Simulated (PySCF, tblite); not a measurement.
# C5H8BrNSi: geometry, infrared bands and NMR shifts

Wanted: the infrared bands and NMR shifts of C5H8BrNSi (`[H]/N=C\[C@H]1C[SiH2]/C1=C\Br`), by calculation.

Computed with tblite 0.8.0 and PySCF 2.14.0, with density-fitted response routines of our own, on a single molecule in the gas phase. Atoms count from 0, in the outputs and in this text.

**1. The starting structure**

16 atoms, charge 0, multiplicity 1; geometry from: force field or distance geometry start.

Bonds of the start (Å): N0–C1 1.28, C1–C2 1.58, C2–C3 1.58, C3–Si4 1.88, Si4–C5 1.86, C5–C6 1.34, C6–Br7 1.86, C5–C2 1.54, N0–H8 1.02, C1–H9 1.11, C2–H10 1.10, C3–H11 1.11, C3–H12 1.08, Si4–H13 1.48, Si4–H14 1.49, C6–H15 1.09.

**2. Optimising the geometry with GFN2-xTB**

Job settings and geometry (Å):

```
{"job": {"kind": "relax", "xc": "GFN2-xTB", "basis": "xTB"}, "charge": 0, "multiplicity": 1}
N     -1.637400     1.576400    -1.044300
C     -1.825900     0.816200    -0.027400
C     -0.779800    -0.256500     0.473100
C     -0.412900    -1.378000    -0.571100
Si     1.381300    -1.370200     0.002500
C      0.667600     0.276200     0.506200
C      1.170900     1.479000     0.828200
Br     2.969400     1.946200     0.854300
H     -0.729800     1.385500    -1.476500
H     -2.756700     0.899800     0.569900
H     -1.130900    -0.673700     1.429700
H     -0.938600    -2.335900    -0.397100
H     -0.540900    -1.104300    -1.604800
H      1.678400    -2.253600     1.146100
H      2.363300    -1.294800    -1.109200
H      0.514500     2.296800     1.127000
```

Command:

```bash
$ OMP_NUM_THREADS=1 python probes_run.py task.json out
```

The driver reads the jobs from task.json and runs them one after another.

**Question.** This job is followed by: GFN2-xTB harmonic vibrations, gas phase; GIAO PBE0/pcSseg-1 NMR shielding, non-relativistic, gas phase. Predict these results of the whole session: strongest single infrared mode (GFN2-xTB); zero-point energy (GFN2-xTB); 13C shifts against TMS (PBE0/pcSseg-1); 1H shifts against TMS (PBE0/pcSseg-1); 15N shifts against NH3 (PBE0/pcSseg-1); 29Si shifts against TMS (PBE0/pcSseg-1); 79Br shifts against HBr (PBE0/pcSseg-1); surface potential, 1st and 99th percentile.

As calculated:

```
                                 quantity                                                value
strongest single infrared mode (GFN2-xTB)                                2299 cm⁻¹, 356 km/mol
             zero-point energy (GFN2-xTB)                                        70.8 kcal/mol
   13C shifts against TMS (PBE0/pcSseg-1)                   172.2, 152.7, 142.5, 52.3, 9.9 ppm
    1H shifts against TMS (PBE0/pcSseg-1)  11.13, 7.84, 6.62, 4.99, 4.91, 3.67, 1.71, 1.23 ppm
   15N shifts against NH3 (PBE0/pcSseg-1)                                            339.5 ppm
  29Si shifts against TMS (PBE0/pcSseg-1)                                            -50.7 ppm
  79Br shifts against HBr (PBE0/pcSseg-1)                                              609 ppm
    surface potential, 1st and 99th percentile                                   -1.84 V and 1.31 V
```

In words: The optimisation took 122 steps and gained 0.506 eV; among the close pairs (by a distance rule), C1–C2 changed most, from 1.580 to 1.505 Å. No mode is imaginary among the 42: a minimum at this level. GFN2-xTB is a fitted tight-binding method: band positions and strengths are rough. Its intensities can rank the bands wrongly. C6 stands next to heavy halogen, whose spin-orbit shielding this run leaves out, so the computed shift lies too far downfield, most of all for carbon beside Br or I. At PBE0/pcSseg-1: The largest span, 1423 ppm, is at Br7, where the paramagnetic term is -1109 ppm. At PBE0/pcSseg-1, counted by nearest atom on the grid, the HOMO lies on N0 32 %; Br7 20 %, the LUMO on C5, C6 about 28 % each; H15 7 %. Spin-orbit coupling is left out, which matters for shieldings and couplings at and beside the heavy atoms.
